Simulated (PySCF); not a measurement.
# C₅H₄OSi: electronic excitations and core binding energies

Aim: predict the electronic excitations and core binding energies of C₅H₄OSi (`C#C[Si@@H]1C=CC1=O`).

The runs use PySCF 2.14.0, with density-fitted response routines of our own; the level of theory stands in each step. All values are computed, except where a source is named. Atoms are numbered from 0 throughout.

### 1 Starting geometry

11 atoms, charge 0, multiplicity 1; geometry from: GFN2-xTB.

Bonds of the start (Å): C0–C1 1.20, C1–Si2 1.84, Si2–C3 1.91, C3–C4 1.34, C4–C5 1.48, C5–O6 1.20, C5–Si2 1.96, C0–H7 1.05, Si2–H8 1.46, C3–H9 1.08, C4–H10 1.08.

### 2 Excited states and response: CAM-B3LYP/def2-SVPD

The job: settings as JSON, then the geometry in Å.

```
{"job": {"kind": "uv", "xc": "CAM-B3LYP", "basis": "def2-SVPD", "nstates": 8, "ntriplets": 3}, "charge": 0, "multiplicity": 1}
C      2.961945     0.324704    -0.579615
C      1.898243     0.145127    -0.046750
Si     0.252432    -0.076090     0.754073
C     -0.974902    -1.161779    -0.222016
C     -1.823556    -0.175098    -0.559004
C     -1.213764     1.019717     0.062569
O     -1.574578     2.168278     0.081828
H      3.894111     0.476812    -1.043672
H      0.394666    -0.306088     2.189009
H     -1.073612    -2.202268    -0.487934
H     -2.735562    -0.210644    -1.134532
```

Level: TDDFT CAM-B3LYP/def2-SVPD, vertical, gas phase, core orbitals frozen in the response.

Command:

```
$ OMP_NUM_THREADS=1 python probes_run.py task.json out
```

The driver reads the jobs from task.json and runs them one after another.

What it wrote:

```text
coarse grid: 10624 points
cycle   1  E = -556.8879656769  dE =  1.159e+00  |g| = 7.945e-01  |ddm| = 8.098e+00
cycle   2  E = -556.6177912640  dE =  2.702e-01  |g| = 1.453e+00  |ddm| = 2.733e+00
cycle   3  E = -557.0288004171  dE = -4.110e-01  |g| = 1.069e-01  |ddm| = 1.633e+00
cycle   4  E = -557.0312119222  dE = -2.412e-03  |g| = 5.914e-02  |ddm| = 2.654e-01
cycle   5  E = -557.0319984205  dE = -7.865e-04  |g| = 2.384e-02  |ddm| = 1.356e-01
cycle   6  E = -557.0321389766  dE = -1.406e-04  |g| = 5.965e-03  |ddm| = 4.226e-02
cycle   7  E = -557.0321507299  dE = -1.175e-05  |g| = 2.320e-03  |ddm| = 1.801e-02
cycle   8  E = -557.0321524810  dE = -1.751e-06  |g| = 9.108e-04  |ddm| = 6.184e-03
final grid: 100664 points
cycle   9  E = -557.1303317716  dE = -2.035e-05  |g| = 3.198e-03  |ddm| = 7.267e-02
cycle  10  E = -557.1303294524  dE =  2.319e-06  |g| = 4.874e-03  |ddm| = 1.089e-02
cycle  11  E = -557.1303341374  dE = -4.685e-06  |g| = 5.625e-04  |ddm| = 4.970e-03
cycle  12  E = -557.1303342054  dE = -6.800e-08  |g| = 1.397e-04  |ddm| = 9.553e-04
cycle  13  E = -557.1303342100  dE = -4.583e-09  |g| = 7.522e-05  |ddm| = 4.307e-04
cycle  14  E = -557.1303342116  dE = -1.665e-09  |g| = 2.037e-05  |ddm| = 1.278e-04
cycle  15  E = -557.1303342118  dE = -1.678e-10  |g| = 9.918e-06  |ddm| = 5.159e-05
converged SCF energy = -557.1303342118

Static polarisability (au): isotropic 82.686, principal 65.143 78.385 104.531

Singlet excitations
state   eV       nm        f      main configurations
  1   3.2467    381.9   0.00172   H->L 0.92
  2   5.3225    232.9   0.03759   H->L+1 0.77
  3   5.3978    229.7   0.00538   H->L+2 0.53, H->L+3 0.29
  4   5.8398    212.3   0.02201   H-1->L 0.31, H-4->L 0.15, H-1->L+1 0.15
  5   6.0227    205.9   0.00478   H-1->L+1 0.19, H-4->L 0.19, H-3->L+1 0.10
  6   6.0412    205.2   0.02443   H->L+3 0.25, H-2->L 0.21, H->L+2 0.13
  7   6.3139    196.4   0.01220   H-3->L+1 0.27, H-1->L+2 0.25
  8   6.4319    192.8   0.16332   H-2->L 0.29, H-1->L 0.19

Triplet excitations (Tamm-Dancoff, eV): 2.7554 3.9515 4.6852
```

It took 60 s on 1 thread of Arm Neoverse N1, shared host; peak memory 0.76 GiB.

The orbitals next to the gap, with their largest atomic shares:

| orbital | eV | atoms |
| --- | --- | --- |
| HOMO−3 | -10.25 | C1 42 %, C0 40 %, Si2 6 % |
| HOMO−2 | -10.07 | C3 24 %, C4 20 %, O6 11 % |
| HOMO−1 | -9.87 | C1 28 %, C0 27 %, C3 15 % |
| HOMO | -8.20 | O6 46 %, C5 18 %, Si2 12 % |
| LUMO | -0.74 | C3 32 %, O6 19 %, C5 18 % |
| LUMO+1 | 0.15 | Si2 28 %, C1 20 %, C0 19 % |
| LUMO+2 | 0.74 | C0 22 %, C1 20 %, Si2 16 % |

With each of the 8 states as a Gaussian band of 0.4 eV half-width at 1/e, the curve within the window shown has maxima at 194 nm (ε 7,700) L/(mol cm). Beyond the last state computed it falls off for lack of states. The curve at chosen wavelengths:

nm, ε (L/mol/cm) and a bar:
```
      184       3998 ################
      195       7660 ##############################
      207       4211 ################
      218       2348 #########
      229       2063 ########
      241       1433 ######
      252        600 ##
      264        138 #
      275         25 
      286          4 
      298          1 
      309          2 
      320          6 
      332         16 
      343         30 
      354         47 
      366         62 
      377         69 
      388         68 
      400         61 
      411         50 
      423         37 
      434         27 
      445         18 
      457         12 
      468          7
```

Leading natural transition orbitals of singlet state 8: the hole lies on C3, C4 about 32 % each; O6 14 %; the particle on C3, C5 about 26 % each; O6 20 %; H9 9 %.

Leading natural transition orbitals of singlet state 1: the hole lies on O6 52 %; C5 15 %; Si2 13 %; the particle on C5 34 %; O6 24 %; C3 23 %.

Further results of this job:

| property | computed |
| --- | --- |
| dipole moment (D) | 3.50 |
| polarisability (Å³) | 12.25 |
| HOMO–LUMO gap (eV) | 7.46 |
| −ε(HOMO) (eV) | 8.20 |

Orbitals, density, ELF and potential are computed afterwards from the orbital file.

Frontier orbitals at CAM-B3LYP/def2-SVPD, with the share of their density that lies nearest to each atom:

| orbital | energy (eV) | lies on |
| --- | --- | --- |
| HOMO | -8.20 | O6 47 %; C5 16 %; Si2 13 % |
| LUMO | -0.74 | C3 29 %; C5 22 %; O6 17 % |

ELF in a plane through or near 5 of the atoms.

Values, 10 rows by 14 columns:
```
0.00 0.00 0.00 0.00 0.00 0.00 0.00 0.00 0.00 0.00 0.00 0.00 0.00 0.00
0.00 0.00 0.00 0.00 0.00 0.00 0.00 0.05 0.23 0.09 0.00 0.00 0.00 0.00
0.00 0.00 0.00 0.00 0.00 0.00 0.00 0.65 0.91 0.72 0.06 0.00 0.00 0.00
0.00 0.00 0.00 0.10 0.30 0.15 0.03 0.25 0.82 0.55 0.03 0.00 0.00 0.00
0.00 0.00 0.08 0.53 0.83 0.69 0.39 0.94 0.30 0.57 0.05 0.00 0.00 0.00
0.00 0.00 0.20 0.66 0.88 0.34 0.57 0.47 0.49 0.57 0.30 0.02 0.00 0.00
0.00 0.00 0.03 0.36 0.57 0.56 0.16 0.82 0.37 0.40 0.06 0.00 0.00 0.00
0.00 0.00 0.00 0.01 0.05 0.02 0.01 0.52 1.00 0.73 0.00 0.00 0.00 0.00
0.00 0.00 0.00 0.00 0.00 0.00 0.00 0.09 0.76 0.13 0.00 0.00 0.00 0.00
0.00 0.00 0.00 0.00 0.00 0.00 0.00 0.00 0.00 0.00 0.00 0.00 0.00 0.00
```
The map spans 13.0 Å across and 9.8 Å up, centred on the molecule. Atoms in the plane (x, y in Å): C1 (-1.9, 0.0), C3 (1.1, -1.1), C5 (1.1, 1.1), O6 (1.4, 2.3), H9 (1.3, -2.1).

On the surface of density 0.002 e/bohr³ the electrostatic potential runs, from the 1st to the 99th percentile, from -1.74 V near O6 to 1.63 V near H7.

### 3 X-ray photoelectron lines: SCAN, X2C

The job, as its differences from that of step 2:

```diff
@@ -1,2 +1,2 @@
-{"job": {"kind": "uv", "xc": "CAM-B3LYP", "basis": "def2-SVPD", "nstates": 8, "ntriplets": 3}, "charge": 0, "multiplicity": 1}
+{"job": {"kind": "xps"}, "charge": 0, "multiplicity": 1}
 C      2.961945     0.324704    -0.579615
```

Method: delta-SCF UKS SCAN, pcX-2 on the ionised atom, pcseg-1 elsewhere, spin-free X2C.

What it wrote:

```text
ground state, core basis on atom 0 (C), 153 functions
  cycle   1  E = -557.89946998  |g| = 7.80e-01
  cycle   2  E = -557.01404520  |g| = 2.07e+00
  cycle   3  E = -557.99105675  |g| = 4.14e-01
  cycle   4  E = -558.03159428  |g| = 1.63e-01
  cycle   5  E = -558.03524643  |g| = 1.19e-01
  cycle   6  E = -558.03877713  |g| = 2.96e-02
  cycle   7  E = -558.03899278  |g| = 1.23e-02
  cycle   8  E = -558.03903189  |g| = 3.83e-03
  cycle   9  E = -558.03903630  |g| = 1.23e-03
  cycle  10  E = -558.03903777  |g| = 4.60e-04
  E(ground) = -558.08318339 Eh
hole in C 1s of atom 0
  cycle   1  E = -546.77694524  |g| = 1.50e+00
  cycle   2  E = -541.95996199  |g| = 2.68e+00
  cycle   3  E = -543.89756358  |g| = 1.75e+00
  cycle   4  E = -547.28273879  |g| = 3.81e-01
  cycle   5  E = -547.23571332  |g| = 5.48e-01
  cycle   6  E = -547.35744221  |g| = 1.14e-01
  cycle   7  E = -547.36109358  |g| = 8.06e-02
  cycle   8  E = -547.36419609  |g| = 3.20e-02
  cycle   9  E = -547.36482072  |g| = 1.03e-02
  cycle  10  E = -547.36496320  |g| = 8.17e-03
  cycle  11  E = -547.36507676  |g| = 6.90e-03
  cycle  12  E = -547.36513255  |g| = 3.04e-03
  cycle  13  E = -547.36514004  |g| = 1.25e-03
  cycle  14  E = -547.36514164  |g| = 3.69e-04
  E(ion) = -547.40829034 Eh   <S^2> = 0.8486   hole on atom = 1.000   binding energy = 290.479 eV
ground state, core basis on atom 1 (C), 153 functions
  cycle   1  E = -558.03951740  |g| = 6.61e-02
  cycle   2  E = -558.03726579  |g| = 9.80e-02
  cycle   3  E = -558.03920816  |g| = 4.81e-02
  cycle   4  E = -558.03981525  |g| = 9.98e-03
  cycle   5  E = -558.03983736  |g| = 3.15e-03
  cycle   6  E = -558.03984064  |g| = 7.04e-04
  cycle   7  E = -558.03984114  |g| = 2.16e-04
  E(ground) = -558.08368315 Eh
hole in C 1s of atom 1
  cycle   1  E = -546.78936006  |g| = 1.51e+00
  cycle   2  E = -541.05814125  |g| = 2.83e+00
  cycle   3  E = -543.93174842  |g| = 1.78e+00
  cycle   4  E = -547.27547866  |g| = 4.33e-01
  cycle   5  E = -547.13986068  |g| = 7.25e-01
  cycle   6  E = -547.35862928  |g| = 1.24e-01
  cycle   7  E = -547.36623742  |g| = 7.80e-02
  cycle   8  E = -547.36883676  |g| = 3.01e-02
  cycle   9  E = -547.36945437  |g| = 1.22e-02
  cycle  10  E = -547.36971296  |g| = 7.80e-03
  cycle  11  E = -547.36991696  |g| = 6.80e-03
  cycle  12  E = -547.36999364  |g| = 4.33e-03
  cycle  13  E = -547.37001374  |g| = 1.95e-03
  cycle  14  E = -547.37001783  |g| = 7.38e-04
  cycle  15  E = -547.37001877  |g| = 4.09e-04
  E(ion) = -547.41256793 Eh   <S^2> = 0.8565   hole on atom = 1.000   binding energy = 290.376 eV
ground state, core basis on atom 2 (Si), 164 functions
  cycle   1  E = -558.13202196  |g| = 2.87e-01
  cycle   2  E = -558.13049318  |g| = 8.76e-02
  cycle   3  E = -558.12013028  |g| = 2.13e-01
  cycle   4  E = -558.13230867  |g| = 1.69e-02
  cycle   5  E = -558.13234738  |g| = 7.89e-03
  cycle   6  E = -558.13236068  |g| = 1.73e-03
  cycle   7  E = -558.13236007  |g| = 3.70e-04
  E(ground) = -558.13386516 Eh
hole in Si 1s of atom 2
  cycle   1  E = -489.17865337  |g| = 4.35e+00
  cycle   2  E = -488.23239121  |g| = 2.60e+00
  cycle   3  E = -488.08021251  |g| = 1.93e+00
  cycle   4  E = -489.98293629  |g| = 7.20e-01
  cycle   5  E = -490.14789290  |g| = 4.11e-01
  cycle   6  E = -490.23757978  |g| = 1.25e-01
  cycle   7  E = -490.24324796  |g| = 7.47e-02
  cycle   8  E = -490.24555101  |g| = 3.21e-02
  cycle   9  E = -490.24609035  |g| = 6.48e-03
  cycle  10  E = -490.24611391  |g| = 2.47e-03
  cycle  11  E = -490.24611874  |g| = 9.03e-04
  cycle  12  E = -490.24611901  |g| = 6.00e-04
  cycle  13  E = -490.24611989  |g| = 4.54e-04
  E(ion) = -490.25581369 Eh   <S^2> = 0.7531   hole on atom = 1.000   binding energy = 1847.056 eV
hole in Si 2p of atom 2
  cycle   1  E = -553.83787597  |g| = 1.24e+00
  cycle   2  E = -552.83741900  |g| = 1.72e+00
  cycle   3  E = -553.66304417  |g| = 1.00e+00
  cycle   4  E = -554.13617767  |g| = 2.65e-01
  cycle   5  E = -554.15801804  |g| = 1.53e-01
  cycle   6  E = -554.17045495  |g| = 5.35e-02
  cycle   7  E = -554.17173665  |g| = 2.89e-02
  cycle   8  E = -554.17213059  |g| = 7.35e-03
  cycle   9  E = -554.17215699  |g| = 3.00e-03
  cycle  10  E = -554.17216242  |g| = 9.85e-04
  cycle  11  E = -554.17216288  |g| = 7.47e-04
  cycle  12  E = -554.17216480  |g| = 4.69e-04
  E(ion) = -554.18477154 Eh   <S^2> = 0.7542   hole on atom = 1.003   binding energy = 107.460 eV
  2p3/2 = 107.234 eV   2p1/2 = 107.858 eV
ground state, core basis on atom 3 (C), 153 functions
  cycle   1  E = -558.03779589  |g| = 6.14e-02
  cycle   2  E = -558.03760666  |g| = 3.78e-02
  cycle   3  E = -558.03756986  |g| = 3.93e-02
  cycle   4  E = -558.03795702  |g| = 9.19e-03
  cycle   5  E = -558.03798315  |g| = 3.39e-03
  cycle   6  E = -558.03798514  |g| = 7.91e-04
  cycle   7  E = -558.03798536  |g| = 1.74e-04
  E(ground) = -558.08110695 Eh
hole in C 1s of atom 3
  cycle   1  E = -546.75901965  |g| = 1.51e+00
  cycle   2  E = -544.57632704  |g| = 2.40e+00
  cycle   3  E = -546.91432986  |g| = 9.38e-01
  cycle   4  E = -547.18118299  |g| = 6.44e-01
  cycle   5  E = -547.33088663  |g| = 2.25e-01
  cycle   6  E = -547.35288224  |g| = 8.51e-02
  cycle   7  E = -547.35566337  |g| = 4.28e-02
  cycle   8  E = -547.35649583  |g| = 2.05e-02
  cycle   9  E = -547.35674862  |g| = 8.18e-03
  cycle  10  E = -547.35683046  |g| = 5.02e-03
  cycle  11  E = -547.35690348  |g| = 3.06e-03
  cycle  12  E = -547.35694346  |g| = 2.12e-03
  cycle  13  E = -547.35695649  |g| = 1.10e-03
  cycle  14  E = -547.35695956  |g| = 5.83e-04
  cycle  15  E = -547.35696064  |g| = 3.19e-04
  E(ion) = -547.39863424 Eh   <S^2> = 0.8357   hole on atom = 1.000   binding energy = 290.685 eV
ground state, core basis on atom 4 (C), 153 functions
  cycle   1  E = -558.03806599  |g| = 6.18e-02
  cycle   2  E = -558.03731394  |g| = 6.02e-02
  cycle   3  E = -558.03759581  |g| = 5.00e-02
  cycle   4  E = -558.03818101  |g| = 1.97e-02
  cycle   5  E = -558.03827221  |g| = 3.48e-03
  cycle   6  E = -558.03827338  |g| = 4.63e-04
  E(ground) = -558.08208905 Eh
hole in C 1s of atom 4
  cycle   1  E = -546.75690272  |g| = 1.51e+00
  cycle   2  E = -543.75083475  |g| = 2.59e+00
  cycle   3  E = -546.69599651  |g| = 1.03e+00
  cycle   4  E = -547.18501408  |g| = 5.92e-01
  cycle   5  E = -547.27347442  |g| = 3.53e-01
  cycle   6  E = -547.33642242  |g| = 1.18e-01
  cycle   7  E = -547.34262840  |g| = 3.93e-02
  cycle   8  E = -547.34317972  |g| = 2.35e-02
  cycle   9  E = -547.34345739  |g| = 1.15e-02
  cycle  10  E = -547.34353351  |g| = 3.82e-03
  cycle  11  E = -547.34355296  |g| = 1.73e-03
  cycle  12  E = -547.34355919  |g| = 8.47e-04
  cycle  13  E = -547.34356087  |g| = 4.31e-04
  E(ion) = -547.38629316 Eh   <S^2> = 0.7945   hole on atom = 1.000   binding energy = 291.047 eV
ground state, core basis on atom 5 (C), 153 functions
  cycle   1  E = -558.04162413  |g| = 5.93e-02
  cycle   2  E = -558.04135213  |g| = 3.75e-02
  cycle   3  E = -558.04119859  |g| = 4.32e-02
  cycle   4  E = -558.04171026  |g| = 1.02e-02
  cycle   5  E = -558.04173625  |g| = 2.84e-03
  cycle   6  E = -558.04173623  |g| = 6.80e-04
  cycle   7  E = -558.04173796  |g| = 2.03e-04
  E(ground) = -558.08487201 Eh
hole in C 1s of atom 5
  cycle   1  E = -546.71053928  |g| = 1.51e+00
  cycle   2  E = -543.58434808  |g| = 2.57e+00
  cycle   3  E = -544.51289431  |g| = 1.81e+00
  cycle   4  E = -547.03714230  |g| = 7.41e-01
  cycle   5  E = -547.08486859  |g| = 6.20e-01
  cycle   6  E = -547.26772360  |g| = 1.82e-01
  cycle   7  E = -547.27839561  |g| = 1.30e-01
  cycle   8  E = -547.28641900  |g| = 4.95e-02
  cycle   9  E = -547.28786987  |g| = 1.15e-02
  cycle  10  E = -547.28796503  |g| = 6.98e-03
  cycle  11  E = -547.28801437  |g| = 4.16e-03
  cycle  12  E = -547.28804229  |g| = 3.40e-03
  cycle  13  E = -547.28807432  |g| = 1.81e-03
  cycle  14  E = -547.28809003  |g| = 9.68e-04
  cycle  15  E = -547.28809351  |g| = 4.17e-04
  E(ion) = -547.32971537 Eh   <S^2> = 0.8080   hole on atom = 1.000   binding energy = 292.663 eV
ground state, core basis on atom 6 (O), 153 functions
  cycle   1  E = -558.06488589  |g| = 9.81e-02
  cycle   2  E = -558.06276661  |g| = 1.09e-01
  cycle   3  E = -558.06362117  |g| = 8.87e-02
  cycle   4  E = -558.06515458  |g| = 1.39e-02
  cycle   5  E = -558.06520314  |g| = 3.70e-03
  cycle   6  E = -558.06520687  |g| = 9.99e-04
  cycle   7  E = -558.06520601  |g| = 5.08e-04
  cycle   8  E = -558.06520690  |g| = 1.04e-04
  E(ground) = -558.10567844 Eh
hole in O 1s of atom 6
  cycle   1  E = -537.46149290  |g| = 2.22e+00
  cycle   2  E = -535.60541056  |g| = 2.49e+00
  cycle   3  E = -536.18749069  |g| = 1.66e+00
  cycle   4  E = -538.26511043  |g| = 3.31e-01
  cycle   5  E = -538.23425204  |g| = 3.77e-01
  cycle   6  E = -538.30058929  |g| = 1.53e-01
  cycle   7  E = -538.31225321  |g| = 4.05e-02
  cycle   8  E = -538.31305331  |g| = 1.48e-02
  cycle   9  E = -538.31314668  |g| = 7.31e-03
  cycle  10  E = -538.31317662  |g| = 3.01e-03
  cycle  11  E = -538.31318285  |g| = 5.45e-04
  cycle  12  E = -538.31318344  |g| = 2.36e-04
  E(ion) = -538.35476802 Eh   <S^2> = 0.7674   hole on atom = 1.000   binding energy = 537.450 eV
```

Wall time 3.1 min (1 thread of Arm Neoverse N1, shared host); peak memory 0.66 GiB.

The holes in one table. −ε is the ground-state orbital energy:

| hole | stands for | environment | ΔSCF (eV; 2p as the shell's mean) | −ε (eV) | ⟨S²⟩ |
| --- | --- | --- | --- | --- | --- |
| C1s on C0 | C0 | terminal alkyne carbon | 290.48 | 274.1 | 0.849 |
| C1s on C1 | C1 | alkyne carbon | 290.38 (doubtful) | 273.8 | 0.857 |
| Si1s on Si2 | Si2 | silicon bonded to 3 C, H, in a 4-membered ring | 1847.06 | 1794.1 | 0.753 |
| Si2p on Si2 | Si2 | silicon bonded to 3 C, H, in a 4-membered ring | 107.44 | 96.9 | 0.754 |
| C1s on C3 | C3 | β carbon of a C=C–C=O unit | 290.68 | 274.6 | 0.836 |
| C1s on C4 | C4 | α carbon of a C=C–C=O unit | 291.05 | 274.6 | 0.795 |
| C1s on C5 | C5 | carbonyl carbon | 292.66 | 276.0 | 0.808 |
| O1s on O6 | O6 | carbonyl oxygen | 537.45 | 516.6 | 0.767 |

Doubtful: the ion did not converge, its hole moved, or its ⟨S²⟩ is well above 0.75.

With the spin-orbit splitting: Si2 2p3/2 107.23, 2p1/2 107.86 eV. The table gives each 2p level as the mean over the whole 2p shell (two parts 2p3/2, one part 2p1/2), which differs a little from the single hole in the log.

### 4 What came out

| quantity | value |
| --- | --- |
| lowest singlet (CAM-B3LYP/def2-SVPD) | 3.25 eV (382 nm), f = 0.002 |
| brightest single state of those computed | state 8, 6.43 eV, f = 0.163 |
| lowest triplet | 2.76 eV |
| surface potential, 1st and 99th percentile | -1.74 V and 1.63 V |
| C1s binding energies, SCAN/pcX-2 (standing for 4 of 5 atoms) | C5 292.66, C4 291.05, C3 290.68, C0 290.48 eV |
| Si1s binding energies, SCAN/pcX-2 | Si2 1847.06 eV |
| Si2p binding energies, SCAN/pcX-2 | Si2 107.44 eV |
| O1s binding energies, SCAN/pcX-2 | O6 537.45 eV |

What this shows: The lowest singlet, at 3.25 eV, is HOMO→LUMO 0.92 and is weak; of the 8 states computed, the strongest absorption comes from state 8 at 6.43 eV (the last computed, so partners may be missing). The lowest triplet lies 0.49 eV below the lowest singlet (triplets in Tamm-Dancoff, singlets in full TDDFT). By nearest atom (CAM-B3LYP/def2-SVPD), the HOMO sits on O6 47 %; C5 16 % and the LUMO on C3 29 %; C5 22 %. The C1s levels kept as sound span 2.18 eV, from C0 (terminal alkyne carbon) up to C5 (carbonyl carbon). Only 4 of the 5 C atoms are covered by sound results.
